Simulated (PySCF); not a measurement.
# C₂H₇FSSi: electronic excitations and core binding energies

What electronic excitations and core binding energies should C₂H₇FSSi (`CSC[SiH2]F`) show?

The runs use PySCF 2.14.0, with density-fitted response routines of our own; the level of theory stands in each step. All values are computed, except where a source is named. Atoms count from 0, in the outputs and in this text.

## 1. Starting geometry

12 atoms, charge 0, multiplicity 1; geometry from: GFN2-xTB.

Bonds of the start (Å): C0–S1 1.81, S1–C2 1.83, C2–Si3 1.90, Si3–F4 1.61, C0–H5 1.09, C0–H6 1.09, C0–H7 1.09, C2–H8 1.09, C2–H9 1.09, Si3–H10 1.45, Si3–H11 1.46.

## 2. Ultraviolet spectrum: wB97X-D/def2-SVPD

Job settings and geometry (Å):

```
{"job": {"kind": "uv", "xc": "wB97X-D", "basis": "def2-SVPD", "nstates": 8, "ntriplets": 3}, "charge": 0, "multiplicity": 1}
C     -1.842318     0.649260    -0.125799
S     -0.795373     0.592695     1.354255
C      0.424640    -0.664898     0.839403
Si     1.586610    -0.063059    -0.537538
F      2.728160    -1.193658    -0.664977
H     -2.698987     1.266480     0.124706
H     -2.171474    -0.356515    -0.372354
H     -1.295343     1.090086    -0.953864
H      0.989072    -0.879277     1.746491
H     -0.129621    -1.566903     0.576967
H      2.261527     1.168416    -0.168859
H      0.944306    -0.043314    -1.844457
```

With the program's defaults for keys left out, this is: TDDFT wB97X-D/def2-SVPD, vertical, gas phase, core orbitals frozen in the response.

The run is started by

```
$ OMP_NUM_THREADS=1 python probes_run.py task.json out
```

One launch serves the whole session: the jobs run in the order shown.

**Question.** This job is followed by: delta-SCF UKS SCAN, pcX-2 on the ionised atom, pcseg-1 elsewhere, spin-free X2C. What will the session give for the following? lowest singlet (wB97X-D/def2-SVPD); brightest single state of those computed; lowest triplet; C1s binding energies, SCAN/pcX-2; S1s binding energies, SCAN/pcX-2; S2p binding energies, SCAN/pcX-2; Si1s binding energies, SCAN/pcX-2; Si2p binding energies, SCAN/pcX-2; F1s binding energies, SCAN/pcX-2.

**Answer**, as computed:

```
                                quantity                        value
      lowest singlet (wB97X-D/def2-SVPD)  5.28 eV (235 nm), f = 0.008
brightest single state of those computed  state 8, 7.83 eV, f = 0.036
                          lowest triplet                      4.90 eV
        C1s binding energies, SCAN/pcX-2      C0 291.41, C2 290.95 eV
        S1s binding energies, SCAN/pcX-2                S1 2477.10 eV
        S2p binding energies, SCAN/pcX-2                 S1 169.71 eV
       Si1s binding energies, SCAN/pcX-2               Si3 1847.75 eV
       Si2p binding energies, SCAN/pcX-2                Si3 108.08 eV
        F1s binding energies, SCAN/pcX-2                 F4 692.17 eV
```

The first singlet state (HOMO→LUMO 0.75) lies at 5.28 eV and is weak; of the 8 states computed, the strongest absorption comes from state 8 at 7.83 eV (the last computed, so partners may be missing). The lowest triplet lies 0.37 eV below the lowest singlet (triplets in Tamm-Dancoff, singlets in full TDDFT). C0 (methyl carbon bonded to S) binds its C1s electron 0.46 eV more tightly than C2 (sp3 CH2 bonded to S and Si).
